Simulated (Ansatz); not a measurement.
# C2H7AlTe, SMILES [CH3][Al]([CH3])[TeH]: a ladder of methods at one geometry

Computed with Ansatz 0.2.0 through its Python package.

Contents of `c2h7alte.xyz`:
```text
11

C    -0.24420    1.58040   -0.80760
Al   -0.34900   -0.19560   -0.01290
C     0.88240   -0.66370    1.43980
Te   -1.98420   -1.94580   -0.88270
H     0.71290    1.79850   -1.27400
H    -0.49740    2.39880   -0.03680
H    -1.03540    1.70010   -1.61130
H     0.79000    0.03220    2.30770
H     1.96220   -0.54270    1.13320
H     0.73890   -1.71210    1.79350
H    -0.91080   -2.50700   -2.02820
```

At the Python prompt:
```pycon
>>> import warnings
>>> import ansatz as az
>>> BASIS_SET = "def2-SVP"
>>> warnings.simplefilter("ignore", az.DeckWarning)
>>> molecule = az.Crystal.molecule_from_extxyz("c2h7alte.xyz")
>>> job = (
...     molecule.calculation()
...     .basis(gaussian=BASIS_SET)
...     .scf(lower_state_search="standard")
... )
>>> methods = ["mp2", "ccsd", "ccsd_t"]
>>> reports = [job.correlation(m).run(threads=1, pin="off").report for m in methods]

>>> print(f"Hartree-Fock reference {reports[0]['reference_energy_ev'] / 27.211386246:.6f} Ha")
Hartree-Fock reference -588.623021 Ha
>>> best = reports[-1]["free_energy_ev"] - reports[-1]["reference_energy_ev"]
>>> for method, each in zip(methods, reports):
...     gained = each["free_energy_ev"] - each["reference_energy_ev"]
...     print(f"{method:8s} total {each['free_energy_ev'] / 27.211386246:.6f} Ha  correlation {gained:9.4f} eV  ({100 * gained / best:.1f} % of the last)")
...
mp2      total -589.099777 Ha  correlation  -12.9732 eV  (87.4 % of the last)
ccsd     total -589.153689 Ha  correlation  -14.4402 eV  (97.2 % of the last)
ccsd_t   total -589.168789 Ha  correlation  -14.8511 eV  (100.0 % of the last)
```

Caveats:
- These settings explore the input space; basis and method may be short of convergence.
- The geometry is a force-field or estimated start, not a minimum of this method, and the basis set is short of its limit. A lower total doesn't mark the better method: functionals have no common bound, and MP2 and coupled cluster aren't variational.
- def2 sets replace the cores of elements past krypton by effective core potentials.
- Inner cores stay frozen; a filled d shell under the valence of the heavier atoms is correlated with it.
- Hardware and time: 21 s on 1 thread of Intel(R) Xeon(R) 6975P-C (Granite Rapids), with other jobs on the host, peak memory 0.59 GiB.

(Lines on the test bed's own set-up are left out of the output.)
